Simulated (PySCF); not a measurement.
# SnHBrClOF (SMILES [OH][Sn]([F])([Cl])[Br]) at 6 levels

Wanted: a comparison of 6 runs (HF/def2-SVP, TPSSh/3-21G, CAM-B3LYP/def2-SVPD, PBE/def2-SVPD, B3LYP/def2-TZVP, CCSD(T)/3-21G) of SnHBrClOF. Input form: a Python script.

The results are computed with PySCF 2.14.0.

## (1) The molecule

SnHBrClOF: 6 atoms, total charge 0, spin state singlet. As SMILES, `[OH][Sn]([F])([Cl])[Br]`. Geometry: relaxed at PBE0-D4/def2-TZVP. This is one conformer, not always the lowest.

Bond lengths: O1–Sn2 1.929 Å, Sn2–F3 1.899 Å, Sn2–Cl4 2.277 Å, Sn2–Br5 2.435 Å, O1–H6 0.962 Å. Angles: O1–Sn2–F3 108.2°, O1–Sn2–Cl4 107.9°, O1–Sn2–Br5 112.8°, F3–Sn2–Cl4 107.5°, F3–Sn2–Br5 106.7°, Cl4–Sn2–Br5 113.5°, Sn2–O1–H6 113.1°.

## (2) Energy and gradient at HF/def2-SVP (core potential) (run 1)

The input, job.py:

```python
from pyscf import gto

mol = gto.Mole()
mol.atom = '''
O       -0.340300      -0.119300       1.553300
Sn       0.009800      -0.154000      -0.343700
F        1.767800      -0.820300      -0.609600
Cl      -1.434400      -1.635500      -1.294100
Br      -0.061300       2.058600      -1.358300
H        0.100500       0.606400       2.006100
'''
mol.verbose = 3
mol.ecp = {'Sn': 'def2-svp'}
mol.max_memory = 1860
mol.basis = 'def2-svp'
mol.build()

mf = mol.RHF()
mf.conv_tol = 1e-10
mf.kernel()
if not mf.converged:
    mf = mf.newton().run(mf.mo_coeff, mf.mo_occ)

etot = mf.e_tot
print('E = %.10f Eh' % etot)
grad = mf.nuc_grad_method().kernel()
mf.analyze()
```

Started as:

```
OMP_NUM_THREADS=1 python job.py
```

What it wrote:

```text
converged SCF energy = -3419.67310236396
[... 15 lines left out ...]
MO #5   energy= -58.5457663638739  occ= 2
[... 12 lines left out ...]
MO #18  energy= -4.16742134935944  occ= 2
[... 12 lines left out ...]
MO #31  energy= -1.41308615968737  occ= 2
[... 12 lines left out ...]
MO #44  energy= -0.485052154129186 occ= 2
[... 12 lines left out ...]
MO #57  energy= 0.490133671263085  occ= 0
[... 12 lines left out ...]
MO #70  energy= 0.907528946172109  occ= 0
[... 12 lines left out ...]
MO #83  energy= 1.5514901447125    occ= 0
[... 12 lines left out ...]
MO #96  energy= 3.48279521514716   occ= 0
[... 12 lines left out ...]
MO #109 energy= 52.4407896737527   occ= 0
[... 7 lines left out ...]
Dipole moment(X, Y, Z, Debye): -0.46158,  2.07487,  0.73759
```

Run time: 39 s. Hardware: 1 thread of Intel Xeon at 2.50GHz (Skylake/Cascade Lake), shared host; peak memory 0.26 GiB.

## (3) Energy and forces at TPSSh/3-21G (run 2)

The input, run.py:

```python
from pyscf import gto, dft

mol = gto.M(
    atom=[
    ('O', (-0.340300, -0.119300, 1.553300)),
    ('Sn', (0.009800, -0.154000, -0.343700)),
    ('F', (1.767800, -0.820300, -0.609600)),
    ('Cl', (-1.434400, -1.635500, -1.294100)),
    ('Br', (-0.061300, 2.058600, -1.358300)),
    ('H', (0.100500, 0.606400, 2.006100)),
],
    verbose=4,
    basis='3-21g',
    charge=0,
    max_memory=1860,
)

calc0 = dft.RKS(mol, xc='tpssh')
calc0.grids.level = 5
calc0.conv_tol = 1e-10
calc0.kernel()
if not calc0.converged:
    calc0 = calc0.newton().run(calc0.mo_coeff, calc0.mo_occ)

e_final = calc0.e_tot
print('Final energy', e_final)
grad = calc0.nuc_grad_method().kernel()
calc0.analyze()
```

Started as:

```
OMP_NUM_THREADS=1 python run.py
```

What it wrote:

```text
PySCF version 2.14.0

[... 94 lines left out ...]
Two-electron Energy =                 4583.135967962317409
[... 12 lines left out ...]
MO #9   energy= -55.4564299787417  occ= 2
[... 10 lines left out ...]
MO #20  energy= -17.787991921736   occ= 2
[... 10 lines left out ...]
MO #31  energy= -4.81275634053413  occ= 2
[... 10 lines left out ...]
MO #42  energy= -1.17501490372172  occ= 2
[... 10 lines left out ...]
MO #53  energy= -0.36784170329035  occ= 2
[... 10 lines left out ...]
MO #64  energy= 0.0216397203077494 occ= 0
[... 10 lines left out ...]
MO #75  energy= 0.663464962810143  occ= 0
[... 10 lines left out ...]
MO #86  energy= 3.21520880888537   occ= 0
[... 95 lines left out ...]
Dipole moment(X, Y, Z, Debye):  0.72308,  2.00731,  1.68467
```

It took 76 s on 1 thread of Intel Xeon at 2.50GHz (Skylake/Cascade Lake), shared host; peak memory 0.84 GiB.

Runs 3 to 4 aren't shown in full; the table further down has their settings and results.

## (4) Energy and forces at B3LYP/def2-TZVP (core potential) (run 5)

The input, calc.py:

```python
from pyscf import gto, dft

mol = gto.Mole()
mol.atom = '''
O   -0.340300  -0.119300   1.553300
Sn   0.009800  -0.154000  -0.343700
F    1.767800  -0.820300  -0.609600
Cl  -1.434400  -1.635500  -1.294100
Br  -0.061300   2.058600  -1.358300
H    0.100500   0.606400   2.006100
'''
mol.charge = 0
mol.max_memory = 1860
mol.ecp = {'Sn': 'def2-svp'}
mol.verbose = 4
mol.basis = 'def2-tzvp'
mol.spin = 0
mol.build()

mf = dft.RKS(mol)
mf.xc = 'b3lyp'
mf.grids.level = 5
mf.conv_tol = 1e-10
mf.kernel()
if not mf.converged:
    mf = mf.newton().run(mf.mo_coeff, mf.mo_occ)

energy = mf.e_tot
print(f'total energy: {energy:.8f} hartree')
grad = mf.nuc_grad_method().kernel()
mf.analyze()
```

Started as:

```
OMP_NUM_THREADS=1 python calc.py
```

What it wrote:

```text
PySCF version 2.14.0

[... 108 lines left out ...]
MO #3   energy= -62.5352119876092  occ= 2
[... 24 lines left out ...]
MO #28  energy= -1.1105612136825   occ= 2
[... 24 lines left out ...]
MO #53  energy= 0.0941111824790712 occ= 0
[... 24 lines left out ...]
MO #78  energy= 0.556604004560408  occ= 0
[... 24 lines left out ...]
MO #103 energy= 1.2800386954942    occ= 0
[... 24 lines left out ...]
MO #128 energy= 2.00358752229214   occ= 0
[... 24 lines left out ...]
MO #153 energy= 2.67808543236691   occ= 0
[... 24 lines left out ...]
MO #178 energy= 6.70153434132138   occ= 0
[... 24 lines left out ...]
MO #203 energy= 112.860280985801   occ= 0
[... 212 lines left out ...]
Dipole moment(X, Y, Z, Debye): -0.44498,  1.80616,  0.73163
```

It took 11 min on 1 thread of Intel Xeon at 2.50GHz (Skylake/Cascade Lake), shared host; peak memory 1.7 GiB.

## (5) The energy at CCSD(T)/3-21G (run 6)

The input, run.py:

```python
from pyscf import gto, scf, cc

mol = gto.M(
    atom='''
O   -0.340300  -0.119300   1.553300
Sn   0.009800  -0.154000  -0.343700
F    1.767800  -0.820300  -0.609600
Cl  -1.434400  -1.635500  -1.294100
Br  -0.061300   2.058600  -1.358300
H    0.100500   0.606400   2.006100
''',
    charge=0,
    max_memory=1860,
    basis='3-21g',
    spin=0,
    verbose=4,
)

hf = scf.RHF(mol)
hf.conv_tol = 1e-10
hf.kernel()
if not hf.converged:
    hf = hf.newton().run(hf.mo_coeff, hf.mo_occ)

mycc = cc.CCSD(hf, frozen=34)
mycc.kernel()
e_t = mycc.ccsd_t()
e_tot = mycc.e_tot + e_t
print('Final energy', e_tot)
hf.analyze()
```

Started as:

```
OMP_NUM_THREADS=1 python run.py
```

What it wrote:

```text
PySCF version 2.14.0

[... 104 lines left out ...]
MO #2   energy= -486.810948132031  occ= 2
[... 11 lines left out ...]
MO #14  energy= -27.0423442712922  occ= 2
[... 11 lines left out ...]
MO #26  energy= -7.98370902921211  occ= 2
[... 11 lines left out ...]
MO #38  energy= -3.11085631887319  occ= 2
[... 11 lines left out ...]
MO #50  energy= -0.658817843545339 occ= 2
[... 11 lines left out ...]
MO #62  energy= 0.125970545870758  occ= 0
[... 11 lines left out ...]
MO #74  energy= 0.864890247237546  occ= 0
[... 11 lines left out ...]
MO #86  energy= 3.64938171813632   occ= 0
[... 95 lines left out ...]
Dipole moment(X, Y, Z, Debye):  0.57498,  2.39206,  1.51708
```

Run time: 19 s. Hardware: 1 thread of Intel Xeon at 2.50GHz (Skylake/Cascade Lake), shared host; peak memory 0.28 GiB.

## (6) Overview of the runs

| run | level | core potential | integration grid | energy (Eh) | dipole moment (D) of the reference | HOMO energy (eV) | LUMO energy (eV) | wall time |
| --- | --- | --- | --- | --- | --- | --- | --- | --- |
| 1 | HF/def2-SVP (core potential) | def2-svp | – | -3419.673102 | 2.25 | -12.42 | 1.06 | 39 s |
| 2 | TPSSh/3-21G | – | 5 | -9193.037916 | 2.72 | -8.33 | -3.00 | 76 s |
| 3 | CAM-B3LYP/def2-SVPD (core potential) | def2-svp | 5 | -3423.957195 | 2.05 | -10.77 | -2.12 | 6 min |
| 4 | PBE/def2-SVPD (core potential) | def2-svp | 5 | -3423.135340 | 1.95 | -8.04 | -3.98 | 2.8 min |
| 5 | B3LYP/def2-TZVP (core potential) | def2-svp | 5 | -3424.676645 | 2.00 | -9.07 | -3.21 | 11 min |
| 6 | CCSD(T)/3-21G | – | – | -9188.099122 | 2.89 | -12.42 | 0.90 | 19 s |

## (7) Results

| quantity | value |
| --- | --- |
| run 6: total energy | -9188.09912 Eh |
| run 6: dipole moment (Hartree–Fock density) | 2.89 D |
| run 6: HOMO energy (Hartree–Fock orbitals) | -12.42 eV |
| run 6: LUMO energy (Hartree–Fock orbitals) | 0.90 eV |
| run 6: HOMO–LUMO gap (Hartree–Fock orbitals) | 13.32 eV |
| run 6: correlation energy (34 core orbitals frozen) | -384.9 mEh |
| run 6: (T) correction | -7.56 mEh |
| run 6: T1 diagnostic | 0.010 |

In words: Over runs 1, 2, 3, 4, 5 the dipole moment (its size) runs from 1.95 D (PBE/def2-SVPD) to 2.72 D (TPSSh/3-21G). The two ends differ in method and basis and core potential. Over runs 1, 2, 3, 4, 5 the HOMO–LUMO gap runs from 4.06 eV (PBE/def2-SVPD) to 13.49 eV (HF/def2-SVP). The two ends differ in method and basis. Totals of different functionals can't be ranked against each other. Some runs of one species differ in core potentials or relativity; totals across that change don't compare. In runs 2, 6 relativity is left out where basis or elements ask for it. All runs together took 22 min, the longest 11 min.
